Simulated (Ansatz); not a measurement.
# BH₇SSi₂: one species, many methods

Aim: compute BH₇SSi₂ with functionals from several rungs and with coupled cluster. The yardstick is the atomisation energy at the CCSD(T) limit.

The runs use Ansatz 0.2.0, Gaussian basis; functionals in def2-TZVPP, the program's frozen cores in correlated methods.

Plan: PBE-D4, r2SCAN-D4, PBE0-D4, B3LYP-D4, ωB97X-V, ωB97M-V, B2PLYP; CCSD(T)/def2-TZVPP; MP2/def2-QZVPP; extrapolation to the limit.

## 1. Structure used throughout

All runs share one geometry, relaxed beforehand with PBE0-D4 in a triple-zeta def2 set.

11 atoms, charge 0, spin multiplicity 1.

Atoms are counted from 1 here; the program's logs count them from 0.

Bond lengths: B1–Si2 1.966 Å, B1–S4 2.026 Å, B1–H5 1.197 Å, B1–H6 1.194 Å, Si2–Si3 2.333 Å, Si2–S4 2.266 Å, Si2–H7 1.489 Å, Si3–H8 1.486 Å, Si3–H9 1.488 Å, Si3–H10 1.487 Å, S4–H11 1.344 Å. Angles: Si2–B1–S4 69.2°, Si2–B1–H5 115.2°, Si2–B1–H6 119.7°, S4–B1–H5 105.9°, S4–B1–H6 111.3°, H5–B1–H6 121.3°, B1–Si2–Si3 125.0°, B1–Si2–S4 56.7°, B1–Si2–H7 122.0°, Si3–Si2–S4 105.3°, Si3–Si2–H7 112.6°, S4–Si2–H7 104.4°, Si2–Si3–H8 108.1°, Si2–Si3–H9 109.6°, Si2–Si3–H10 111.6°, H8–Si3–H9 109.1°, H8–Si3–H10 109.5°, H9–Si3–H10 108.8° and more.

## 2. PBE-D4 (GGA)

File in.yaml:

```yaml
crystal:
  periodic: [false, false, false]
  atoms:
    - {symbol: B, position_ang: [-0.839840, 1.368767, -0.965568]}
    - {symbol: Si, position_ang: [0.422596, -0.091352, -0.592194]}
    - {symbol: Si, position_ang: [1.247382, -0.641191, 1.519463]}
    - {symbol: S, position_ang: [-1.826572, -0.318514, -0.432878]}
    - {symbol: H, position_ang: [-1.004966, 2.141792, -0.067273]}
    - {symbol: H, position_ang: [-1.077821, 1.671721, -2.095844]}
    - {symbol: H, position_ang: [0.821997, -1.075733, -1.636087]}
    - {symbol: H, position_ang: [0.455146, 0.102389, 2.533526]}
    - {symbol: H, position_ang: [2.674483, -0.232446, 1.620785]}
    - {symbol: H, position_ang: [1.147817, -2.100973, 1.783315]}
    - {symbol: H, position_ang: [-1.954924, -0.881459, -1.646545]}
basis:
  gaussian: {orbitals: def2-TZVPP}
hamiltonian: {xc: pbe, dispersion: d4}
output: {forces: true, orbitals: {seedname: orbitals}}
```

On the command line:

```bash
ansatz run in.yaml --threads 4 --pin off --events-out ev --progress --plain --max-ram 10444MiB
```

The runs that follow: r2SCAN-D4 (meta-GGA); PBE0-D4 (hybrid); B3LYP-D4 (hybrid); ωB97X-V (range-separated); ωB97M-V (range-separated); B2PLYP (double hybrid); CCSD(T) in def2-TZVPP; MP2 in def2-QZVPP.

Q: Predict the results of all the runs planned. Wanted: atomisation energy, CCSD(T)/CBS; farthest; mean size of error, hybrid; mean size of error, range-separated; gap, smallest and largest; T1 diagnostic; triples share of the correlation energy.

**Answer**, as computed:

| quantity | value |
| --- | --- |
| atomisation energy, CCSD(T)/CBS | 3299.2 kJ/mol |
| functionals within 16.5 kJ/mol (0.5 %) | PBE0-D4, B3LYP-D4 |
| farthest | B2PLYP (-49.7 kJ/mol) |
| mean size of error, hybrid | 2.5 kJ/mol |
| mean size of error, range-separated | 27.2 kJ/mol |
| gap, smallest and largest | 4.12 eV (PBE-D4), 10.13 eV (ωB97X-V) |
| T1 diagnostic | 0.0134 |
| triples share of the correlation energy | 4.3 % |

What this shows: PBE-D4 is off by +19.7 kJ/mol. Double hybrids carry the basis error of their MP2 part in triple zeta, and no dispersion term here, so their miss is partly the set-up's. The reference freezes the cores and leaves out relativity and excitations past (T), so misses under about 16.5 kJ/mol can't be ranked. Hartree-Fock recovers 75 % of the binding; the rest is correlation. Orbital gaps span 4.1 to 10.1 eV; exact exchange widens them.
